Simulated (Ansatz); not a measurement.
What does this script print? It uses Ansatz's Python interface.

Script `formation_rb3pt.py`:
```python
# -*- coding: utf-8 -*-
"""Heat of formation of Rb3Pt at zero temperature, after relaxing cells and atoms."""

from collections import Counter
from dataclasses import dataclass
import csv

import ansatz as az
import numpy as np


@dataclass(frozen=True)
class Settings:
    scf_tol: float = 1e-07
    xc: str = "pbe"
    cutoff: int = 520
    k_spacing: float = 0.27
    smearing: str = "fermi_dirac"
    sigma: float = 0.1


opts = Settings()

PHASES = {
    "Rb3Pt": (
        [(5.49879, 0.0, 0.0), (0.0, 5.49879, 0.0), (0.0, 0.0, 5.49879)],
        [
            ("Rb", (0.0, 0.0, 0.5)),
            ("Rb", (0.0, 0.5, 0.0)),
            ("Rb", (0.5, 0.0, 0.0)),
            ("Pt", (0.5, 0.5, 0.5)),
        ],
    ),
    "Rb": (
        [(-2.8025, 2.8025, 2.8025), (2.8025, -2.8025, 2.8025), (2.8025, 2.8025, -2.8025)],
        [
            ("Rb", (0.0, 0.0, 0.0)),
        ],
    ),
    "Pt": (
        [(0.0, 1.9609, 1.9609), (1.9609, 0.0, 1.9609), (1.9609, 1.9609, 0.0)],
        [
            ("Pt", (0.0, 0.0, 0.0)),
        ],
    ),
}


def build(vectors, sites):
    crystal = az.Crystal(lattice=az.Lattice.of(vectors))
    for symbol, position in sites:
        crystal = crystal.atom(symbol, position)
    return crystal


def compute(name, crystal):
    calc = (
        crystal.calculation()
        .scf(tolerance=opts.scf_tol)
        .functional(opts.xc)
        .basis(opts.cutoff)
        .kpoints(spacing=opts.k_spacing)
        .occupations(opts.smearing, width=opts.sigma)
        .stress()
    )
    calc = calc.relax(force_tolerance=0.01, max_steps=60, cell=True)
    return calc.run()


def counts(outcome):
    return Counter(site.symbol for site in outcome.lattice.sites)

def formation_energy(outcome, mu):
    n = counts(outcome)
    return (outcome.report["energy_sigma0_ev"] - sum(k * mu[element] for element, k in n.items())) / sum(n.values())


def volume_per_atom(outcome):
    return abs(np.linalg.det(outcome.lattice.cell_ang)) / len(outcome.lattice.sites)

phases = {name: build(*cell) for name, cell in PHASES.items()}

done = {name: compute(name, crystal) for name, crystal in phases.items()}

# energy of one atom in its reference phase
references = {"Rb": "Rb", "Pt": "Pt"}
mu = {element: done[name].report["energy_sigma0_ev"] / len(done[name].lattice.sites) for element, name in references.items()}

target = done["Rb3Pt"]
heat = formation_energy(target, mu)
rows = [(name, len(o.lattice.sites), volume_per_atom(o), formation_energy(o, mu)) for name, o in done.items()]
with open("formation.csv", "w", newline="") as handle:
    writer = csv.writer(handle)
    writer.writerow(["phase", "atoms", "V (A^3/atom)", "E_form (eV/atom)"])
    writer.writerows([round(v, 4) if isinstance(v, float) else v for v in row] for row in rows)
print(open("formation.csv").read())
```

Running `python formation_rb3pt.py` prints:
```text
DeckWarning: relax.cell: scf.convergence.dr2_threshold = 1e-7 eV (the SCF's general default) is looser than the 4e-10 eV advised for a relaxation that steers and ends on the stress (1e-10 eV for each atom of the cell: 4). What an SCF threshold leaves in a stress goes as its square root, and in the free energy as the threshold itself, and one threshold admits the most on a small cell: of the crystals measured, under no hybrid functional and no lock of the moments, on runs that ended without the [...]
DeckWarning: relax.cell: scf.convergence.dr2_threshold = 1e-7 eV (the SCF's general default) is looser than the 1e-10 eV advised for a relaxation that steers and ends on the stress (1e-10 eV for each atom of the cell: 1). What an SCF threshold leaves in a stress goes as its square root, and in the free energy as the threshold itself, and one threshold admits the most on a small cell: of the crystals measured, under no hybrid functional and no lock of the moments, on runs that ended without the [...]
phase,atoms,V (A^3/atom),E_form (eV/atom)
Rb3Pt,4,41.0997,0.2288
Rb,1,91.609,0.0
Pt,1,15.6466,0.0
```
(Warnings from the package without file and line, shortened.)

Caveats:
- Spin is left out of this run.
- For the metals among these phases the mesh is modest: differences between phases can be off by up to 40 meV an atom.
- Spin-orbit coupling, which matters for elements this heavy, is left out.
- The cells come from databases of deposited and of computed structures, and not all need be stable phases.
- The compound is the structure given, not necessarily its lowest; energies are at zero temperature, with no correction for gases. A semilocal functional's error on such energies is often 0.05 to 0.1 eV an atom, and 0.1 to 0.3 eV against gases such as O2 or F2.
- Run time: 24 s on 1 thread of Intel(R) Xeon(R) Platinum 8259CL CPU @ 2.50GHz (Skylake/Cascade Lake) (shared host), peak memory 0.54 GiB.
